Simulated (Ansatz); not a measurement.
**H₁₈InN₃Si₆: basis-set convergence**

An exercise on one series of results from a longer session: the logs are not shown, and one member is left open.

The runs use Ansatz 0.2.0, Gaussian basis; one geometry, several basis sets.

The runs, in order: PBE0-D4/def2-SVP; ωB97M-V/def2-SVP; PBE0-D4/def2-QZVPP; ωB97M-V/def2-QZVPP; the functionals' def2-TZVPP values are taken from earlier runs.

### The geometry

An earlier PBE0-D4 in a triple-zeta def2 set relaxation fixed the geometry. In takes the def2 core potential; no spin-orbit term is included.

SMILES `[SiH3][N]([SiH3])[In]([N]([SiH3])[SiH3])[N]([SiH3])[SiH3]`, 28 atoms, charge 0, spin multiplicity 1.

Atoms are counted from 1 here; the program's logs count them from 0.

Bond lengths: Si1–N2 1.728 Å, Si1–H11 1.489 Å, Si1–H12 1.488 Å, Si1–H13 1.490 Å, N2–Si3 1.728 Å, N2–In4 2.034 Å, Si3–H14 1.488 Å, Si3–H15 1.490 Å, Si3–H16 1.489 Å, In4–N5 2.034 Å, In4–N8 2.034 Å, N5–Si6 1.729 Å, N5–Si7 1.729 Å, Si6–H17 1.490 Å, Si6–H18 1.489 Å, Si6–H19 1.488 Å, Si7–H20 1.489 Å, Si7–H21 1.488 Å and more. Angles: N2–Si1–H11 108.7°, N2–Si1–H12 112.6°, N2–Si1–H13 110.4°, H11–Si1–H12 108.7°, H11–Si1–H13 108.7°, H12–Si1–H13 107.8°, Si1–N2–Si3 120.8°, Si1–N2–In4 119.6°, Si3–N2–In4 119.6°, N2–Si3–H14 112.5°, N2–Si3–H15 110.4°, N2–Si3–H16 108.7°, H14–Si3–H15 107.8°, H14–Si3–H16 108.7°, H15–Si3–H16 108.7°, N2–In4–N5 120.0°, N2–In4–N8 119.9°, N5–In4–N8 120.0° and more.

The first run:

Input file in.yaml:

```yaml
crystal:
  periodic: [false, false, false]
  atoms:
    - {symbol: Si, position_ang: [-1.901400, -1.952447, -1.780451]}
    - {symbol: N, position_ang: [-0.830087, -1.806011, -0.432024]}
    - {symbol: Si, position_ang: [-0.452572, -3.176023, 0.551944]}
    - {symbol: In, position_ang: [-0.000669, 0.000360, 0.000321]}
    - {symbol: N, position_ang: [-0.951669, 1.713621, -0.544407]}
    - {symbol: Si, position_ang: [-2.667792, 1.711096, -0.752808]}
    - {symbol: Si, position_ang: [-0.035374, 3.157646, -0.796893]}
    - {symbol: N, position_ang: [1.780998, 0.091909, 0.977513]}
    - {symbol: Si, position_ang: [2.165287, 1.485849, 1.924585]}
    - {symbol: Si, position_ang: [2.891943, -1.226662, 0.853948]}
    - {symbol: H, position_ang: [-1.846050, -0.692210, -2.572294]}
    - {symbol: H, position_ang: [-3.310409, -2.193700, -1.366859]}
    - {symbol: H, position_ang: [-1.483926, -3.085258, -2.653772]}
    - {symbol: H, position_ang: [0.376811, -4.181671, -0.165983]}
    - {symbol: H, position_ang: [-1.701595, -3.853674, 1.000246]}
    - {symbol: H, position_ang: [0.295336, -2.709307, 1.752310]}
    - {symbol: H, position_ang: [-3.283630, 2.833378, 0.009804]}
    - {symbol: H, position_ang: [-3.209970, 0.424878, -0.233559]}
    - {symbol: H, position_ang: [-3.069486, 1.857029, -2.178251]}
    - {symbol: H, position_ang: [1.412569, 2.809138, -0.803360]}
    - {symbol: H, position_ang: [-0.275115, 4.178197, 0.259280]}
    - {symbol: H, position_ang: [-0.386701, 3.770503, -2.108852]}
    - {symbol: H, position_ang: [2.609841, 1.079617, 3.287509]}
    - {symbol: H, position_ang: [0.943444, 2.328117, 2.050688]}
    - {symbol: H, position_ang: [3.249302, 2.306498, 1.319658]}
    - {symbol: H, position_ang: [3.029506, -1.977631, 2.131306]}
    - {symbol: H, position_ang: [4.243897, -0.731797, 0.469773]}
    - {symbol: H, position_ang: [2.407522, -2.161465, -0.199365]}
basis:
  gaussian: {orbitals: def2-SVP}
hamiltonian: {xc: pbe0, dispersion: d4}
output: {orbitals: {seedname: orbitals}}
```

Among the steps run: PBE0-D4 in def2-SVP; ωB97M-V in def2-SVP; PBE0-D4 in def2-QZVPP; ωB97M-V in def2-QZVPP.

One of the session's tables, all rows but one given; the rest of the session is left out.

It belongs to the step «Density functionals: the series». 

```
functional       basis  HOMO (eV)  LUMO (eV)
   PBE0-D4    def2-SVP      -7.54      -1.84
   PBE0-D4  def2-TZVPP          ?          ?
   PBE0-D4  def2-QZVPP      -7.64      -2.02
   ωB97M-V    def2-SVP      -9.75       0.06
   ωB97M-V  def2-TZVPP      -9.89      -0.21
   ωB97M-V  def2-QZVPP      -9.90      -0.30
```

Q: Estimate the row for PBE0-D4, def2-TZVPP from the others.

As computed: HOMO (eV): -7.63; LUMO (eV): -2.00. In the column «HOMO (eV)» it lies between PBE0-D4, def2-QZVPP (-7.64) and PBE0-D4, def2-SVP (-7.54).
